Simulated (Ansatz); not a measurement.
# BrF: basis-set convergence

One table from this session's results is given with a row withheld; the runs are named, their logs left out.

Program: Ansatz 0.2.0, Gaussian basis. Level of theory: one geometry, several basis sets. These are calculated values, not measurements.

Levels to be run: PBE0-D4/def2-SVP; ωB97M-V/def2-SVP; PBE0-D4/def2-QZVPP; ωB97M-V/def2-QZVPP; the functionals' def2-TZVPP values are taken from earlier runs.

**Structure used throughout**

All runs share one geometry, relaxed beforehand with PBE0-D4 in a triple-zeta def2 set.

SMILES `FBr`, 2 atoms, charge 0, spin multiplicity 1.

Atoms are counted from 1 here; the program's logs count them from 0.

Bond lengths: F1–Br2 1.754 Å.

Coordinates:

| atom | x (Å) | y (Å) | z (Å) |
| --- | --- | --- | --- |
| F1 | 0.0000 | 0.0000 | 0.0232 |
| Br2 | 0.0000 | 0.0000 | 1.7767 |

Set-up of the first run:

File in.yaml:

```yaml
crystal:
  periodic: [false, false, false]
  atoms:
    - {symbol: F, position_ang: [0.000000, -0.000000, 0.023211]}
    - {symbol: Br, position_ang: [-0.000000, 0.000000, 1.776729]}
basis:
  gaussian: {orbitals: def2-SVP}
hamiltonian: {xc: pbe0, dispersion: d4}
output: {orbitals: {seedname: orbitals}}
```

On the command line:

```console
$ ansatz run in.yaml --threads 2 --pin off --events-out ev --progress --plain --max-ram 32768MiB --backend cpu
```

Steps of the session up to this table: PBE0-D4 in def2-SVP; ωB97M-V in def2-SVP; PBE0-D4 in def2-QZVPP; ωB97M-V in def2-QZVPP.

One of the session's tables, all rows but one given; the rest of the session is left out.

It belongs to the step «Density functionals: the series». 

| functional | basis | HOMO (eV) | LUMO (eV) |
| --- | --- | --- | --- |
| PBE0-D4 | def2-SVP | -8.67 | -3.05 |
| PBE0-D4 | def2-TZVPP | -8.85 | -3.34 |
| PBE0-D4 | def2-QZVPP | -8.88 | -3.37 |
| ωB97M-V | def2-SVP | -10.97 | -0.58 |
| ωB97M-V | def2-TZVPP | ? | ? |
| ωB97M-V | def2-QZVPP | -11.20 | -1.05 |

Estimate the missing values for ωB97M-V, def2-TZVPP.

The run gave: HOMO (eV): -11.16; LUMO (eV): -0.98. In the column «HOMO (eV)» it lies between ωB97M-V, def2-QZVPP (-11.20) and ωB97M-V, def2-SVP (-10.97).
